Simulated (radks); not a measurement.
# Ho⁴⁺ in [Kr] 4d10 4f9 5s2 5p4 6p2: an all-electron calculation

The task here is to estimate one member of a computed series from the others.

Method: scalar-relativistic Kohn-Sham, Wu-Cohen GGA, spin-unpolarised, spherical densities, finite nucleus. Code: radks (a radial shooting solver on a logarithmic mesh, Libxc functionals) version 1.

## What is computed

```
element            : holmium (Z = 67)
charge             : +4
electrons          : 63
configuration      : [Kr] 4d10 4f9 5s2 5p4 6p2
nuclear rms radius : 5.2022 fm
```

Outer shells as boxes (Hund's rule):

Ho⁴⁺
```
[Kr] core
4d [↑↓][↑↓][↑↓][↑↓][↑↓]
4f [↑↓][↑↓][↑ ][↑ ][↑ ][↑ ][↑ ]
5s [↑↓]
5p [↑↓][↑ ][↑ ]
6p [↑ ][↑ ][  ]
```

Set-up of the first run:

Input:

```text
Z 67
configuration [Kr] 4d10 4f9 5s2 5p4 6p2
relativity scalar-relativistic
functional wc,pbe
spin unpolarised
nucleus finite rms 5.2022 fm
c 137.035999084
```

One table of the session follows, with a row left open; its other results are not shown here.

It belongs to the step «Orbitals and density». Sizes of the orbitals, from the radial functions (bohr):

```
level      <r>  outermost maximum (interpolated)  90 % within  nodes
   1s  0.02074                            0.0131       0.0376      0
   2s  0.08811                            0.0746        0.136      1
   2p  0.07807                            0.0606        0.127      0
   3s   0.2299                             0.211        0.337      2
   3p   0.2289                             0.208        0.342      1
   3d   0.2079                             0.170        0.323      0
   4s   0.5178                             0.483        0.743      3
   4p   0.5482                             0.505        0.797      2
   4d   0.5915                             0.521        0.887      1
   5s    1.199                              1.10         1.71      4
   5p    1.355                              1.23         1.95      3
   4f        ?                                 ?            ?      ?
   6p    2.980                              2.85         4.17      4
```

Q: Estimate the row for 4f from the others.

**Answer.** <r>: 0.7274; outermost maximum (interpolated): 0.513; 90 % within: 1.21; nodes: 0. In the column «<r>» it lies between 4d (0.5915) and 5s (1.199).
